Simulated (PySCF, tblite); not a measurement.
# CrClO3−: changes of charge, part 2 of 2

tblite 0.8.0 and PySCF 2.14.0. Atoms count from 0.

### 11 Single point (CrClO₃ radical): wB97X-D3(BJ)/ma-def2-SVP

Geometry: BP86-D3(BJ)/ma-def2-SVP.

Job settings and geometry (Å):

```
{"job": {"kind": "sp", "xc": "wB97X", "basis": "ma-def2-SVP", "d3": "d3bj", "grid": 2}, "charge": 0, "multiplicity": 2}
Cr     0.040818     0.057112    -0.004808
O     -0.012594    -0.092779     1.601102
O      1.585974     0.161675    -0.454266
O     -0.698154     1.433756    -0.402676
Cl    -0.905012    -1.611045    -0.950374
```

The program printed:

```text
final grid: 58624 points
cycle   1  E = -1729.8272054224  dE =  4.472e-07  |g| = 1.290e-03  |ddm| = 1.996e-03
cycle   2  E = -1729.8271997702  dE =  5.652e-06  |g| = 4.369e-03  |ddm| = 6.814e-03
cycle   3  E = -1729.8272059326  dE = -6.162e-06  |g| = 5.493e-04  |ddm| = 6.054e-03
cycle   4  E = -1729.8272060446  dE = -1.120e-07  |g| = 7.344e-05  |ddm| = 7.948e-04
cycle   5  E = -1729.8272060759  dE = -3.133e-08  |g| = 7.420e-05  |ddm| = 2.804e-04
cycle   6  E = -1729.8272061114  dE = -3.543e-08  |g| = 6.460e-05  |ddm| = 3.380e-04
cycle   7  E = -1729.8272061565  dE = -4.515e-08  |g| = 5.901e-05  |ddm| = 4.683e-04
cycle   8  E = -1729.8272062206  dE = -6.413e-08  |g| = 5.200e-05  |ddm| = 7.450e-04
cycle   9  E = -1729.8272063049  dE = -8.425e-08  |g| = 4.019e-05  |ddm| = 1.205e-03
cycle  10  E = -1729.8272063633  dE = -5.843e-08  |g| = 3.049e-05  |ddm| = 1.168e-03
cycle  11  E = -1729.8272064012  dE = -3.790e-08  |g| = 2.264e-05  |ddm| = 1.159e-03
cycle  12  E = -1729.8272064061  dE = -4.900e-09  |g| = 3.430e-05  |ddm| = 2.008e-04
converged SCF energy = -1729.8272064061
```

Wall time 2.1 min (1 thread of Intel Xeon 6975P-C, shared host).

### 12 Single point (CrClO₃−): wB97X-D3(BJ)/ma-def2-SVP in N,N-dimethylformamide

Geometry: BP86-D3(BJ)/ma-def2-SVP.

Job settings and geometry (Å):

```
{"job": {"kind": "sp", "xc": "wB97X", "basis": "ma-def2-SVP", "d3": "d3bj", "grid": 2, "solvent": "N,N-dimethylformamide"}, "charge": -1, "multiplicity": 1}
Cr     0.066768     0.123734     0.056702
O     -0.016567    -0.020060     1.653852
O      1.592588     0.154588    -0.438099
O     -0.723437     1.429145    -0.443721
Cl    -0.905339    -1.684181    -0.864178
```

The program printed:

```text
final grid: 58624 points
cycle   1  E = -1730.1214261945  dE = -2.570e-04  |g| = 9.856e-03  |ddm| = 1.209e-01
cycle   2  E = -1730.1214425422  dE = -1.635e-05  |g| = 1.140e-02  |ddm| = 3.208e-02
cycle   3  E = -1730.1214441757  dE = -1.634e-06  |g| = 1.190e-02  |ddm| = 2.230e-02
cycle   4  E = -1730.1214673284  dE = -2.315e-05  |g| = 1.605e-03  |ddm| = 1.925e-02
cycle   5  E = -1730.1214691293  dE = -1.801e-06  |g| = 4.945e-04  |ddm| = 5.770e-03
cycle   6  E = -1730.1214693221  dE = -1.928e-07  |g| = 3.676e-04  |ddm| = 1.482e-03
cycle   7  E = -1730.1214693696  dE = -4.749e-08  |g| = 1.955e-04  |ddm| = 5.310e-04
cycle   8  E = -1730.1214693966  dE = -2.705e-08  |g| = 5.522e-05  |ddm| = 5.880e-04
cycle   9  E = -1730.1214694009  dE = -4.211e-09  |g| = 2.797e-05  |ddm| = 1.840e-04
converged SCF energy = -1730.1214694009
```

It took 3.3 s on 1 thread of Intel Xeon 6975P-C, shared host.

### 13 Single point (CrClO3 radical): wB97X-D3(BJ)/ma-def2-SVP in N,N-dimethylformamide

Geometry: BP86-D3(BJ)/ma-def2-SVP.

Job settings and geometry (Å):

```
{"job": {"kind": "sp", "xc": "wB97X", "basis": "ma-def2-SVP", "d3": "d3bj", "grid": 2, "solvent": "N,N-dimethylformamide"}, "charge": 0, "multiplicity": 2}
Cr     0.040818     0.057112    -0.004808
O     -0.012594    -0.092779     1.601102
O      1.585974     0.161675    -0.454266
O     -0.698154     1.433756    -0.402676
Cl    -0.905012    -1.611045    -0.950374
```

The program printed:

```text
final grid: 58624 points
cycle   1  E = -1729.8294416333  dE =  1.559e-04  |g| = 3.414e-02  |ddm| = 2.103e-01
cycle   2  E = -1729.8254573877  dE =  3.984e-03  |g| = 1.170e-01  |ddm| = 1.784e-01
cycle   3  E = -1729.8297911161  dE = -4.334e-03  |g| = 1.136e-02  |ddm| = 1.671e-01
cycle   4  E = -1729.8298393204  dE = -4.820e-05  |g| = 2.513e-03  |ddm| = 1.502e-02
cycle   5  E = -1729.8298445578  dE = -5.237e-06  |g| = 1.069e-03  |ddm| = 6.932e-03
cycle   6  E = -1729.8298477510  dE = -3.193e-06  |g| = 7.588e-04  |ddm| = 2.923e-03
cycle   7  E = -1729.8298509061  dE = -3.155e-06  |g| = 6.237e-04  |ddm| = 3.094e-03
cycle   8  E = -1729.8298548572  dE = -3.951e-06  |g| = 5.927e-04  |ddm| = 4.389e-03
cycle   9  E = -1729.8298575996  dE = -2.742e-06  |g| = 4.933e-04  |ddm| = 3.382e-03
cycle  10  E = -1729.8298605551  dE = -2.955e-06  |g| = 4.532e-04  |ddm| = 3.926e-03
cycle  11  E = -1729.8298664950  dE = -5.940e-06  |g| = 4.618e-04  |ddm| = 9.421e-03
cycle  12  E = -1729.8298695368  dE = -3.042e-06  |g| = 3.659e-04  |ddm| = 6.433e-03
cycle  13  E = -1729.8298726810  dE = -3.144e-06  |g| = 1.702e-04  |ddm| = 1.070e-02
cycle  14  E = -1729.8298731564  dE = -4.753e-07  |g| = 1.675e-04  |ddm| = 3.050e-03
cycle  15  E = -1729.8298733951  dE = -2.387e-07  |g| = 1.043e-04  |ddm| = 2.896e-03
cycle  16  E = -1729.8298734466  dE = -5.146e-08  |g| = 4.847e-05  |ddm| = 9.900e-04
cycle  17  E = -1729.8298734612  dE = -1.458e-08  |g| = 3.860e-05  |ddm| = 5.345e-04
cycle  18  E = -1729.8298734671  dE = -5.991e-09  |g| = 3.295e-05  |ddm| = 2.330e-04
converged SCF energy = -1729.8298734671
```

It took 10 s on 1 thread of Intel Xeon 6975P-C, shared host.

### 14 Single point (CrClO3−): wB97X-D3(BJ)/ma-def2-SVP in water

Geometry: BP86-D3(BJ)/ma-def2-SVP.

Job settings and geometry (Å):

```
{"job": {"kind": "sp", "xc": "wB97X", "basis": "ma-def2-SVP", "d3": "d3bj", "grid": 2, "solvent": "water"}, "charge": -1, "multiplicity": 1}
Cr     0.066768     0.123734     0.056702
O     -0.016567    -0.020060     1.653852
O      1.592588     0.154588    -0.438099
O     -0.723437     1.429145    -0.443721
Cl    -0.905339    -1.684181    -0.864178
```

The program printed:

```text
final grid: 58624 points
cycle   1  E = -1730.1226246223  dE = -2.654e-04  |g| = 1.007e-02  |ddm| = 1.226e-01
cycle   2  E = -1730.1226399315  dE = -1.531e-05  |g| = 1.213e-02  |ddm| = 3.302e-02
cycle   3  E = -1730.1226433750  dE = -3.444e-06  |g| = 1.213e-02  |ddm| = 2.361e-02
cycle   4  E = -1730.1226675848  dE = -2.421e-05  |g| = 1.642e-03  |ddm| = 1.976e-02
cycle   5  E = -1730.1226694866  dE = -1.902e-06  |g| = 5.021e-04  |ddm| = 5.949e-03
cycle   6  E = -1730.1226696891  dE = -2.025e-07  |g| = 3.708e-04  |ddm| = 1.521e-03
cycle   7  E = -1730.1226697380  dE = -4.889e-08  |g| = 2.011e-04  |ddm| = 5.460e-04
cycle   8  E = -1730.1226697661  dE = -2.805e-08  |g| = 5.641e-05  |ddm| = 5.990e-04
cycle   9  E = -1730.1226697705  dE = -4.395e-09  |g| = 2.859e-05  |ddm| = 1.878e-04
converged SCF energy = -1730.1226697705
```

Run time: 2.6 s. Hardware: 1 thread of Intel Xeon 6975P-C, shared host.

### 15 Single point (CrClO3 radical): wB97X-D3(BJ)/ma-def2-SVP in water

Geometry: BP86-D3(BJ)/ma-def2-SVP.

Job settings and geometry (Å):

```
{"job": {"kind": "sp", "xc": "wB97X", "basis": "ma-def2-SVP", "d3": "d3bj", "grid": 2, "solvent": "water"}, "charge": 0, "multiplicity": 2}
Cr     0.040818     0.057112    -0.004808
O     -0.012594    -0.092779     1.601102
O      1.585974     0.161675    -0.454266
O     -0.698154     1.433756    -0.402676
Cl    -0.905012    -1.611045    -0.950374
```

The program printed:

```text
final grid: 58624 points
cycle   1  E = -1729.8294931195  dE =  1.605e-04  |g| = 3.484e-02  |ddm| = 2.151e-01
cycle   2  E = -1729.8253461635  dE =  4.147e-03  |g| = 1.194e-01  |ddm| = 1.819e-01
cycle   3  E = -1729.8298574496  dE = -4.511e-03  |g| = 1.156e-02  |ddm| = 1.705e-01
cycle   4  E = -1729.8299074246  dE = -4.997e-05  |g| = 2.592e-03  |ddm| = 1.526e-02
cycle   5  E = -1729.8299130028  dE = -5.578e-06  |g| = 1.100e-03  |ddm| = 7.153e-03
cycle   6  E = -1729.8299163813  dE = -3.378e-06  |g| = 7.797e-04  |ddm| = 3.006e-03
cycle   7  E = -1729.8299197153  dE = -3.334e-06  |g| = 6.408e-04  |ddm| = 3.177e-03
cycle   8  E = -1729.8299239180  dE = -4.203e-06  |g| = 6.079e-04  |ddm| = 4.544e-03
cycle   9  E = -1729.8299267966  dE = -2.879e-06  |g| = 5.064e-04  |ddm| = 3.457e-03
cycle  10  E = -1729.8299299117  dE = -3.115e-06  |g| = 4.650e-04  |ddm| = 4.032e-03
cycle  11  E = -1729.8299361648  dE = -6.253e-06  |g| = 4.747e-04  |ddm| = 9.678e-03
cycle  12  E = -1729.8299393646  dE = -3.200e-06  |g| = 3.727e-04  |ddm| = 6.626e-03
cycle  13  E = -1729.8299426043  dE = -3.240e-06  |g| = 1.738e-04  |ddm| = 1.085e-02
cycle  14  E = -1729.8299430849  dE = -4.805e-07  |g| = 1.713e-04  |ddm| = 3.033e-03
cycle  15  E = -1729.8299433308  dE = -2.459e-07  |g| = 1.058e-04  |ddm| = 2.926e-03
cycle  16  E = -1729.8299433837  dE = -5.285e-08  |g| = 4.944e-05  |ddm| = 9.974e-04
cycle  17  E = -1729.8299433987  dE = -1.501e-08  |g| = 3.921e-05  |ddm| = 5.399e-04
cycle  18  E = -1729.8299434049  dE = -6.214e-09  |g| = 3.369e-05  |ddm| = 2.363e-04
converged SCF energy = -1729.8299434049
```

Run time: 9.1 s. Hardware: 1 thread of Intel Xeon 6975P-C, shared host.

### 16 Changes of charge: wB97X-D3(BJ)/ma-def2-SVP

This step combines the energies above: geometries from BP86-D3(BJ)/ma-def2-SVP, zero-point and thermal terms from GFN2-xTB.

Job settings and geometry (Å):

```
{"job": {"kind": "rx", "dirs": [1], "deep": 3, "geom": {"xc": "BP86", "basis": "ma-def2-SVP", "d3": "d3bj", "grid": 1}, "level": {"xc": "wB97X", "basis": "ma-def2-SVP", "d3": "d3bj", "solvents": ["N,N-dimethylformamide", "water"]}}, "charge": -1, "multiplicity": 1}
Cr     0.066768     0.123734     0.056702
O     -0.016567    -0.020060     1.653852
O      1.592588     0.154588    -0.438099
O     -0.723437     1.429145    -0.443721
Cl    -0.905339    -1.684181    -0.864178
```

Output (the driver's rows laid out field by field):

```text
ionisation and electron attachment, wB97X-D3(BJ)/ma-def2-SVP // BP86-D3(BJ)/ma-def2-SVP

row 1
  change                  oxidation
  charge                  0
  multiplicity            2
  vertical_ev             5.9157
  vertical_s2             0.914
  formula                 ClCrO3
  kept                    yes
  pieces                  1
  point_group             C3v
  adiabatic_electronic_ev 5.7702
  adiabatic_ev            5.7477
  free_energy_ev          5.7186
  s2                      0.927
  bonds_moved             0 4 2.25 2.138; 0 2 1.604 1.613; 0 1 1.606 1.614; 0 3 1.606 1.612
  spin_on                 1 O 0.728; 2 O 0.719; 0 Cr -0.583; 3 O 0.131
  charge_moved            1 O 0.303; 2 O 0.297; 4 Cl 0.221; 3 O 0.185
  vertical_back_ev        5.6071
  relaxation_parent_ev    0.1631
  relaxation_ion_ev       0.1454
  reorganisation_ev       0.3085
  solution                solvent N,N-dimethylformamide, absolute_potential_v 7.8831, solvation_parent_kj -215.85, solvation_ion_kj -7.0; solvent water, absolute_potential_v 7.9139, solvation_parent_kj -219.0, solvation_ion_kj -7.19
```

Wall time 8.3 min (1 thread of Intel Xeon 6975P-C, shared host).

Energy taken up on oxidation, or given off on reduction (eV; adiabatic with zero-point energy):

```csv
change,product,vertical,adiabatic,free energy,reorganisation,⟨S²⟩
oxidation (multiplicity 2),ClCrO3,5.92,5.75,5.72,0.31,0.93
```

On oxidation to multiplicity 2 charge changes most on O1 (+0.30 e), O2 (+0.30 e), Cl4 (+0.22 e); the spin sits on O1 (0.73), O2 (0.72), Cr0 (-0.58); the bond Cr0–Cl4 goes from 2.250 to 2.138 Å; the absolute potential is 7.88 V in N,N-dimethylformamide, 7.91 V in water.

### 17 Outcome

The summary covers parts 1 to 2.

| quantity | value |
| --- | --- |
| strongest single infrared mode (GFN2-xTB) | 382 cm⁻¹, 117 km/mol |
| zero-point energy (GFN2-xTB) | 6.3 kcal/mol |
| point group | C3v |
| rotational constants (main isotopes) | 4.52, 2.27, 2.27 GHz |
| energy to remove an electron (wB97X-D3(BJ)/ma-def2-SVP) | vertical 5.92 eV, adiabatic 5.75 eV |

No mode is imaginary among the 9: a minimum at this level. The strongest single mode, at 382 cm⁻¹, moves mainly Cr0 and Cl4. GFN2-xTB is a fitted tight-binding method: band positions and strengths are rough. Its intensities can rank the bands wrongly. Relaxing lowered the energy by 0.330 eV in 7 steps; the close pair that moved most is Cr0–Cl4, from 2.115 to 2.250 Å (BP86/ma-def2-SVP). In steps 6, 11, 13, 15 the state is spin-contaminated. At wB97X-D3(BJ)/ma-def2-SVP, relaxation with the zero-point term after oxidation moves the energy taken up from 5.92 eV (vertical) to 5.75 eV (adiabatic, with zero-point energy).
